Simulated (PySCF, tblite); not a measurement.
# C6H13BNP: geometry, infrared bands and NMR shifts

Aim: predict the infrared bands and NMR shifts of C6H13BNP (`C=C(CC#CC)[B@@H-]([NH3+])P`).

The runs use tblite 0.8.0 and PySCF 2.14.0, with density-fitted response routines of our own; the level of theory stands in each step. All values are computed, except where a source is named. Atoms are numbered from 0 throughout.

### Step 1. Starting geometry

22 atoms, charge 0, multiplicity 1; geometry from: force field or distance geometry start.

Bonds of the start (Å): C0–C1 1.34, C1–C2 1.53, C2–C3 1.46, C3–C4 1.20, C4–C5 1.46, C1–B6 1.59, B6–N7 1.54, B6–P8 1.95, C0–H9 1.08, C0–H10 1.09, C2–H11 1.11, C2–H12 1.12, C5–H13 1.11, C5–H14 1.11, C5–H15 1.10, B6–H16 1.20, N7–H17 1.04, N7–H18 1.05, N7–H19 1.05, P8–H20 1.45, P8–H21 1.44.

### Step 2. Relaxing the molecule with GFN2-xTB

Job settings and geometry (Å):

```
{"job": {"kind": "relax", "xc": "GFN2-xTB", "basis": "xTB"}, "charge": 0, "multiplicity": 1}
C     -0.259600     1.837100    -0.567700
C     -0.476400     0.729400     0.145300
C      0.535200     0.323600     1.219600
C      1.754000    -0.169400     0.585000
C      2.761600    -0.593600     0.086100
C      3.979600    -1.096100    -0.550700
B     -1.767700    -0.173200    -0.099000
N     -3.046800     0.633800     0.175000
P     -1.765100    -0.857900    -1.920300
H      0.604800     2.456300    -0.393000
H     -0.969700     2.148600    -1.339800
H      0.765700     1.199100     1.857600
H      0.112600    -0.464800     1.887200
H      4.651800    -0.244100    -0.806100
H      4.505700    -1.765500     0.157700
H      3.721300    -1.649700    -1.460200
H     -1.751400    -1.114300     0.641200
H     -3.168100     1.378700    -0.542500
H     -3.011600     1.058900     1.129900
H     -3.873000    -0.008800     0.130100
H     -2.711700    -1.918800    -1.627600
H     -0.601700    -1.689900    -1.715700
```

Launch:

```sh
OMP_NUM_THREADS=1 python probes_run.py task.json out
```

This one command runs all jobs of the session in turn.

**Question.** This job is followed by: GFN2-xTB harmonic vibrations, gas phase; GIAO PBE0/pcSseg-1 NMR shielding, non-relativistic, gas phase. Predict these results of the whole session: strongest single infrared mode (GFN2-xTB); zero-point energy (GFN2-xTB); 13C shifts against TMS (PBE0/pcSseg-1); 1H shifts against TMS (PBE0/pcSseg-1, means over atoms taken as alike); 11B shifts against BF3·OEt2 (PBE0/pcSseg-1); 15N shifts against NH3 (PBE0/pcSseg-1); 31P shifts against H3PO4 (PBE0/pcSseg-1).

**Answer**, as computed:

```
                                                              quantity                                               value
                             strongest single infrared mode (GFN2-xTB)                               1232 cm⁻¹, 213 km/mol
                                          zero-point energy (GFN2-xTB)                                      109.8 kcal/mol
                                13C shifts against TMS (PBE0/pcSseg-1)             175.8, 109.9, 89.0, 85.0, 33.3, 5.1 ppm
1H shifts against TMS (PBE0/pcSseg-1, means over atoms taken as alike)  5.20, 4.34, 3.21, 3.11, 3.10, 2.74, 1.95, 1.66 ppm
                           11B shifts against BF3·OEt2 (PBE0/pcSseg-1)                                           -17.4 ppm
                                15N shifts against NH3 (PBE0/pcSseg-1)                                            54.6 ppm
                              31P shifts against H3PO4 (PBE0/pcSseg-1)                                          -210.9 ppm
```

Over 213 steps the energy fell by 0.470 eV; of the close pairs, B6–N7 changed most, 1.537 to 1.641 Å. The lowest mode is slightly imaginary (13i cm⁻¹), a soft motion within the noise of the Hessian, so the minimum is not strictly shown. The strongest single mode, at 1232 cm⁻¹, moves mainly H17, H19 and H18. Unscaled tight-binding wavenumbers are off by several per cent, some by more. Its intensities can rank the bands wrongly. At PBE0/pcSseg-1: Shielding is most anisotropic at C1 (span 298 ppm, paramagnetic term -249 ppm).
